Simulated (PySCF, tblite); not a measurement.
# C6H5F2O2 radical: geometry, infrared bands and EPR parameters

What infrared bands and EPR parameters should C6H5F2O2 radical (`C#C/C(=[C]/OC)OC(F)F`) show?

Computed with tblite 0.8.0 and PySCF 2.14.0, with density-fitted response routines of our own, on a single molecule in the gas phase. Atoms count from 0, in the outputs and in this text.

**1. The starting structure**

15 atoms, charge 0, multiplicity 2; geometry from: force field or distance geometry start.

Bonds of the start (Å): C0–C1 1.20, C1–C2 1.42, C2–C3 1.30, C3–O4 1.34, O4–C5 1.42, C2–O6 1.37, O6–C7 1.42, C7–F8 1.35, C7–F9 1.35, C0–H10 1.06, C5–H11 1.10, C5–H12 1.09, C5–H13 1.09, C7–H14 1.09.

**2. Relaxing the molecule with GFN2-xTB**

The job: settings as JSON, then the geometry in Å.

```
{"job": {"kind": "relax", "xc": "GFN2-xTB", "basis": "xTB"}, "charge": 0, "multiplicity": 2}
C      1.705000    -0.080800    -2.317600
C      1.051400    -0.092000    -1.310400
C      0.308800    -0.119900    -0.097200
C     -0.853200    -0.708800    -0.099700
O     -2.034900    -1.335900    -0.070400
C     -2.814500    -0.892200     1.025400
O      0.712600     0.397600     1.101700
C      1.953300     1.090500     1.075200
F      2.252800     1.428000     2.350500
F      1.783200     2.244000     0.391300
H      2.249600    -0.063300    -3.227100
H     -2.314800    -1.130700     1.976600
H     -3.773300    -1.416700     1.015300
H     -3.003100     0.183400     0.958800
H      2.772700     0.505000     0.666100
```

On the command line:

```
$ OMP_NUM_THREADS=1 python probes_run.py task.json out
```

This one command runs all jobs of the session in turn.

**Question.** This job is followed by: GFN2-xTB harmonic vibrations, gas phase; UKS B3LYP, pcH-1 on C F H O, non-relativistic, mean-field spin-orbit, GIAO. Predict these results of the whole session: strongest single infrared mode (GFN2-xTB); zero-point energy (GFN2-xTB); g(iso) (B3LYP); ⟨S²⟩; largest a(iso) (averaged by class); potential on the surface of density 0.002 e/bohr³, 1st and 99th percentile.

The runs gave:

| quantity | value |
| --- | --- |
| strongest single infrared mode (GFN2-xTB) | 1025 cm⁻¹, 441 km/mol |
| zero-point energy (GFN2-xTB) | 59.0 kcal/mol |
| g(iso) (B3LYP) | 2.00264 |
| ⟨S²⟩ | 0.756 (exact 0.75) |
| largest a(iso) (averaged by class) | 13C on C3, 443.8 MHz |
| potential on the surface of density 0.002 e/bohr³, 1st and 99th percentile | -0.92 V and 1.53 V |

The optimisation took 111 steps and gained 0.712 eV; among the close pairs (by a distance rule), O6–C7 changed most, from 1.421 to 1.340 Å. No mode is imaginary among the 39: a minimum at this level. The strongest single mode, at 1025 cm⁻¹, has its largest shares on C2, O4 and O6 (the list is cut at 3 atoms). GFN2-xTB is a fitted tight-binding method: band positions and strengths are rough. Its intensities can rank the bands wrongly. Most of the unpaired spin sits on C3 (0.81 e). The isotropic g lies 0.3 ppt above the free-electron value.
